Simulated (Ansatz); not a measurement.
Ta3AsAu2O13:

```xyz
19
Lattice="6.8007 -1.9216 -0.0262 6.8007 1.9216 -0.0262 -1.7223 0.0000 10.3729" Properties=species:S:1:pos:R:3 pbc="T T T"
Ta    2.9718    0.0000    6.5236
Ta    4.8678    0.0000    0.0213
Ta    7.0062    0.0000   10.3228
As    8.9252    0.0000    3.7233
Au    7.0966    0.0000    6.5221
Au    4.8091    0.0000    3.7731
O     3.2720    0.0000    8.3381
O     4.7052    0.0000    5.7491
O     9.6078    0.0000    6.1194
O     8.6255    0.0000    2.0474
O     7.2888    0.0000    4.4798
O     2.2695    0.0000    4.2576
O     6.9552    0.0000    8.4957
O     0.8547    0.0000    6.6412
O     4.9002    0.0000    1.8415
O    10.8759    0.0000    3.6718
O     6.8030    0.0000    0.0005
O     9.3446    0.0000   10.2506
O     2.5337    0.0000    0.0790
```

The cell was built by a generator and needn't be a form met in nature.

| Property | Result |
| --- | --- |
| Program | Ansatz 0.2.0 |
| Task | relaxation of cell and atoms |
| Functional | r2SCAN |
| Dispersion | rVV10 |
| Potentials or basis | Ansatz PAW |
| Cutoff | 500 eV (not typed: the program's choice for these potentials) |
| k mesh | 5 × 5 × 2 |
| Occupations | fermi-dirac, width 0.05 eV |
| Spin | no spin polarisation |

At the start: volume 14.26 Å³/atom.

Q: Where does the relaxation end?

A: It ends after 11 steps and the volume is 13.70 Å³/atom (-3.9 %); space group Cm (No. 8, to 0.05 Å).

Step by step:
| step | energy change (eV) | largest force (eV/Å) | volume (Å³) |
| --- | --- | --- | --- |
| 1 | 0.0000 | 0.5325 | 270.94 |
| 2 | -0.2017 | 0.4576 | 260.05 |
| 3 | -0.2202 | 0.1634 | 260.81 |
| 4 | -0.2240 | 0.0889 | 260.74 |
| 5 | -0.2256 | 0.0592 | 260.58 |
| 6 | -0.2260 | 0.0865 | 260.40 |
| 7 | -0.2270 | 0.0301 | 260.42 |
| 8 | -0.2273 | 0.0183 | 260.36 |
| 9 | -0.2273 | 0.0291 | 260.37 |
| 10 | -0.2274 | 0.0061 | 260.36 |
| 11 | -0.2213 | 0.0063 | 260.36 |

Final structure:
```yaml
crystal:
  lattice:
    - [6.70659, -1.89870, -0.04783]
    - [6.70659, 1.89870, -0.04783]
    - [-1.73193, 0.00000, 10.23534]
  atoms:
    - { symbol: Ta, position: [0.29669, 0.29669, 0.62840] }
    - { symbol: Ta, position: [0.35734, 0.35734, 0.00443] }
    - { symbol: Ta, position: [0.64179, 0.64179, 0.00031] }
    - { symbol: As, position: [0.70405, 0.70405, 0.36559] }
    - { symbol: Au, position: [0.60106, 0.60106, 0.63194] }
    - { symbol: Au, position: [0.40166, 0.40166, 0.36745] }
    - { symbol: O, position: [0.34048, 0.34048, 0.80504] }
    - { symbol: O, position: [0.41704, 0.41704, 0.55859] }
    - { symbol: O, position: [0.77958, 0.77958, 0.58411] }
    - { symbol: O, position: [0.66203, 0.66203, 0.20272] }
    - { symbol: O, position: [0.59203, 0.59203, 0.43401] }
    - { symbol: O, position: [0.21984, 0.21984, 0.41087] }
    - { symbol: O, position: [0.61506, 0.61506, 0.82243] }
    - { symbol: O, position: [0.14249, 0.14249, 0.63929] }
    - { symbol: O, position: [0.38354, 0.38354, 0.18104] }
    - { symbol: O, position: [0.84522, 0.84522, 0.35816] }
    - { symbol: O, position: [0.50012, 0.50012, 0.00324] }
    - { symbol: O, position: [0.81171, 0.81171, 0.99235] }
    - { symbol: O, position: [0.18828, 0.18828, 0.01001] }
```

Caveat: the plane-wave basis is chosen anew once the cell has moved, so the energies of steps on either side of that aren't comparable; the PAW data sets come from PBE, with cores solved anew for the run's functional, which leaves a small shift of forces and pressure.
